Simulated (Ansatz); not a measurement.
# AgB2: a Ag atom hops into a vacancy

One Ag atom is taken out of a 2×2×2 supercell of AgB2. How high is the barrier for its neighbour Ag12, 2.97 Å away, to move into the hole? The program relaxes both ends, then the band.

All numbers below are computed with Ansatz 0.2.0 (DFT PBE, plane waves, PAW, scalar-relativistic, no spin polarisation).

**1. The system as given**

The cell holds 23 atoms (Ag7B16): a = 6.026 Å, b = 6.026 Å, c = 6.508 Å, α = 90.00°, β = 90.00°, γ = 120.00°.

The empty site lies at (-3.05, 0.06, 3.27) Å, and Ag12 starts at (-1.49, 2.58, 3.25) Å. All atoms were shaken by about 0.02 Å to break the symmetry.

Its coordinates follow in the input file.

**2. Nudged elastic band**

crystal.atoms is the first end and neb.final_atoms the second, which differs in Ag12 alone.

input.yaml

```yaml
crystal:
  lattice:
    - [6.026056, 0.0, 0.0]
    - [-3.013028, 5.218726, 0.0]
    - [0.0, 0.0, 6.50814]
  atoms:
    - { symbol: B, position: [0.17061976, 0.33256031, 0.24911862] }
    - { symbol: B, position: [0.331269, 0.1649974, 0.25285907] }
    - { symbol: Ag, position: [0.00578775, 0.00948464, -0.0001496] }
    - { symbol: B, position: [0.17147694, 0.33206461, 0.75393982] }
    - { symbol: B, position: [0.32802796, 0.16264584, 0.74579388] }
    - { symbol: Ag, position: [-0.01042924, 0.00045166, 0.49778099] }
    - { symbol: B, position: [0.17278788, 0.83539483, 0.25286239] }
    - { symbol: B, position: [0.33641314, 0.66488532, 0.25325213] }
    - { symbol: Ag, position: [-0.000705, 0.50281623, 0.0013988] }
    - { symbol: B, position: [0.16775057, 0.82721728, 0.75138764] }
    - { symbol: B, position: [0.33858676, 0.67059219, 0.75186562] }
    - { symbol: Ag, position: [0.0001351, 0.49380407, 0.49933139] }
    - { symbol: B, position: [0.66310615, 0.33364838, 0.25085095] }
    - { symbol: B, position: [0.82973651, 0.16758733, 0.25117558] }
    - { symbol: Ag, position: [0.49886294, -0.00136184, 0.00719857] }
    - { symbol: B, position: [0.66355008, 0.3302503, 0.74727047] }
    - { symbol: B, position: [0.8308979, 0.1649589, 0.74391192] }
    - { symbol: B, position: [0.66633065, 0.83230705, 0.25558343] }
    - { symbol: B, position: [0.83699301, 0.66763245, 0.24410933] }
    - { symbol: Ag, position: [0.49656144, 0.4986273, -0.00214633] }
    - { symbol: B, position: [0.66591929, 0.83019874, 0.74676975] }
    - { symbol: B, position: [0.83105176, 0.6654165, 0.75198847] }
    - { symbol: Ag, position: [0.50162194, 0.4959971, 0.49736331] }
kpoints:
  mp_grid: { grid: [3, 3, 2] }
magnetization:
  spin_polarized: false
scf:
  occupations: { method: cold, width: 0.15 }
hamiltonian:
  pseudopotentials: { kind: paw }
  xc: pbe
basis:
  ecutwfc: 420
neb:
  images: 3
  relax_end_points: true
  climbing: true
  f_tol: 0.05
  max_iterations: 40
  order_check: false
  final_atoms:
    - { symbol: B, position: [0.17061976, 0.33256031, 0.24911862] }
    - { symbol: B, position: [0.331269, 0.1649974, 0.25285907] }
    - { symbol: Ag, position: [0.00578775, 0.00948464, -0.0001496] }
    - { symbol: B, position: [0.17147694, 0.33206461, 0.75393982] }
    - { symbol: B, position: [0.32802796, 0.16264584, 0.74579388] }
    - { symbol: Ag, position: [-0.01042924, 0.00045166, 0.49778099] }
    - { symbol: B, position: [0.17278788, 0.83539483, 0.25286239] }
    - { symbol: B, position: [0.33641314, 0.66488532, 0.25325213] }
    - { symbol: Ag, position: [-0.000705, 0.50281623, 0.0013988] }
    - { symbol: B, position: [0.16775057, 0.82721728, 0.75138764] }
    - { symbol: B, position: [0.33858676, 0.67059219, 0.75186562] }
    - { symbol: Ag, position: [-0.50049364, 0.01068799, 0.5024953] }
    - { symbol: B, position: [0.66310615, 0.33364838, 0.25085095] }
    - { symbol: B, position: [0.82973651, 0.16758733, 0.25117558] }
    - { symbol: Ag, position: [0.49886294, -0.00136184, 0.00719857] }
    - { symbol: B, position: [0.66355008, 0.3302503, 0.74727047] }
    - { symbol: B, position: [0.8308979, 0.1649589, 0.74391192] }
    - { symbol: B, position: [0.66633065, 0.83230705, 0.25558343] }
    - { symbol: B, position: [0.83699301, 0.66763245, 0.24410933] }
    - { symbol: Ag, position: [0.49656144, 0.4986273, -0.00214633] }
    - { symbol: B, position: [0.66591929, 0.83019874, 0.74676975] }
    - { symbol: B, position: [0.83105176, 0.6654165, 0.75198847] }
    - { symbol: Ag, position: [0.50162194, 0.4959971, 0.49736331] }
```

Run with:

```console
$ ansatz run input.yaml --threads 4 --pin off --max-ram 8192MiB --backend cpu --events-out ev --progress --plain --runs-dir out
```

What does the calculation give? Wanted: relaxation of the ends; barrier forwards; barrier backwards; second end relative to first; highest image.

**Answer**, as computed:

| quantity | value |
| --- | --- |
| relaxation of the ends | 0.315 eV lower, moves up to 0.10 Å; 0.565 eV lower, moves up to 0.12 Å |
| barrier forwards | 1.17 eV |
| barrier backwards | 1.17 eV |
| second end relative to first | +0.001 eV |
| highest image | 2 of 0 to 4, climbing |
| band iterations | 12 |

The barrier from the first end is 1.17 eV, 45 times kT at 300 K, which at an assumed attempt frequency of 10^13 s⁻¹ means a rate near 10^-7 s⁻¹. The ends differ by 1 meV at most, as they were set up to be equivalent. The input switches the test of curvatures off, so the top was not shown to be a first-order saddle. In 23 atoms the vacancy feels its images, and neither cell size nor mesh was tested. The k-mesh is coarse.
